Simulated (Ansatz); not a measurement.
# C₂H₁₀BNSi: one species, many methods

The task here is to estimate one member of a computed series from the others.

Method: functionals in def2-TZVPP, the program's frozen cores in correlated methods; program: Ansatz 0.2.0, Gaussian basis.

The runs, in order: PBE-D4, r2SCAN-D4, PBE0-D4, B3LYP-D4, ωB97X-V, ωB97M-V, B2PLYP; CCSD(T)/def2-TZVPP; MP2/def2-QZVPP; extrapolation to the limit.

## The relaxed structure

All runs share one geometry, relaxed beforehand with PBE0-D4 in a triple-zeta def2 set.

15 atoms, charge 0, spin multiplicity 1.

Atoms are counted from 1 here; the program's logs count them from 0.

Bond lengths: B1–Si2 1.952 Å, B1–N5 1.639 Å, B1–H6 1.200 Å, B1–H7 1.200 Å, Si2–C3 1.872 Å, Si2–C4 1.872 Å, Si2–N5 1.863 Å, C3–H8 1.092 Å, C3–H9 1.094 Å, C3–H10 1.093 Å, C4–H11 1.092 Å, C4–H12 1.094 Å, C4–H13 1.093 Å, N5–H14 1.010 Å, N5–H15 1.010 Å. Angles: Si2–B1–N5 61.8°, Si2–B1–H6 118.5°, Si2–B1–H7 118.4°, N5–B1–H6 111.8°, N5–B1–H7 111.8°, H6–B1–H7 119.5°, B1–Si2–C3 124.3°, B1–Si2–C4 124.4°, B1–Si2–N5 50.8°, C3–Si2–C4 110.7°, C3–Si2–N5 107.6°, C4–Si2–N5 107.6°, Si2–C3–H8 110.7°, Si2–C3–H9 109.9°, Si2–C3–H10 112.3°, H8–C3–H9 107.2°, H8–C3–H10 109.0°, H9–C3–H10 107.7° and more.

As a file:

```xyz
15

B    -1.17192    1.53039   -0.10685
Si   -0.03562    0.03198    0.41642
C     1.82589    0.12961    0.59392
C    -0.62110   -1.74139    0.55295
N    -0.47109    0.63895   -1.29040
H    -2.36202    1.38110   -0.08205
H    -0.71523    2.63851   -0.05429
H     2.18632    1.12770    0.33483
H     2.11107   -0.05690    1.63321
H     2.34043   -0.60739   -0.02880
H    -1.67286   -1.82339    0.26959
H    -0.53840   -2.08202    1.58899
H    -0.03117   -2.42116   -0.06802
H     0.22531    1.10479   -1.85426
H    -1.09161    0.09851   -1.87591
```

The first run:

Contents of in.yaml:

```yaml
crystal:
  periodic: [false, false, false]
  atoms:
    - {symbol: B, position_ang: [-1.171917, 1.530387, -0.106848]}
    - {symbol: Si, position_ang: [-0.035623, 0.031980, 0.416419]}
    - {symbol: C, position_ang: [1.825886, 0.129614, 0.593916]}
    - {symbol: C, position_ang: [-0.621099, -1.741387, 0.552953]}
    - {symbol: N, position_ang: [-0.471093, 0.638950, -1.290399]}
    - {symbol: H, position_ang: [-2.362017, 1.381097, -0.082051]}
    - {symbol: H, position_ang: [-0.715229, 2.638511, -0.054291]}
    - {symbol: H, position_ang: [2.186320, 1.127705, 0.334827]}
    - {symbol: H, position_ang: [2.111067, -0.056898, 1.633206]}
    - {symbol: H, position_ang: [2.340435, -0.607387, -0.028803]}
    - {symbol: H, position_ang: [-1.672864, -1.823394, 0.269588]}
    - {symbol: H, position_ang: [-0.538398, -2.082024, 1.588985]}
    - {symbol: H, position_ang: [-0.031172, -2.421157, -0.068024]}
    - {symbol: H, position_ang: [0.225311, 1.104793, -1.854262]}
    - {symbol: H, position_ang: [-1.091607, 0.098509, -1.875915]}
basis:
  gaussian: {orbitals: def2-TZVPP}
hamiltonian: {xc: pbe, dispersion: d4}
output: {forces: true, orbitals: {seedname: orbitals}}
```

Started as:

```
$ ansatz run in.yaml --threads 4 --pin off --events-out ev --progress --plain --max-ram 10444MiB
```

Steps of the session up to this table: PBE-D4 (GGA); r2SCAN-D4 (meta-GGA); PBE0-D4 (hybrid); B3LYP-D4 (hybrid); ωB97X-V (range-separated); ωB97M-V (range-separated); B2PLYP (double hybrid); CCSD(T) in def2-TZVPP; MP2 in def2-QZVPP.

One table of the session follows, with a row left open; its other results are not shown here.

```
            method  atomisation energy (kcal/mol)
            PBE-D4                         1318.1
         r2SCAN-D4                         1303.3
           PBE0-D4                         1304.0
          B3LYP-D4                         1302.9
           ωB97X-V                         1304.1
           ωB97M-V                         1305.6
            B2PLYP                         1286.2
     HF/def2-TZVPP                          966.8
    MP2/def2-TZVPP                         1275.4
   CCSD/def2-TZVPP                         1251.1
CCSD(T)/def2-TZVPP                              ?
           MP2/CBS                         1305.5
       CCSD(T)/CBS                         1296.8
```

**Question.** Estimate the row for CCSD(T)/def2-TZVPP.

As computed: atomisation energy (kcal/mol): 1266.7. In the column «atomisation energy (kcal/mol)» it lies between CCSD/def2-TZVPP (1251.1) and MP2/def2-TZVPP (1275.4).

To keep in mind: Free atoms (1 B, 1 Si, 2 C, 1 N, 10 H) were run apart at each level; the atomisation energy is their sum less the molecule, without zero-point or spin-orbit terms.
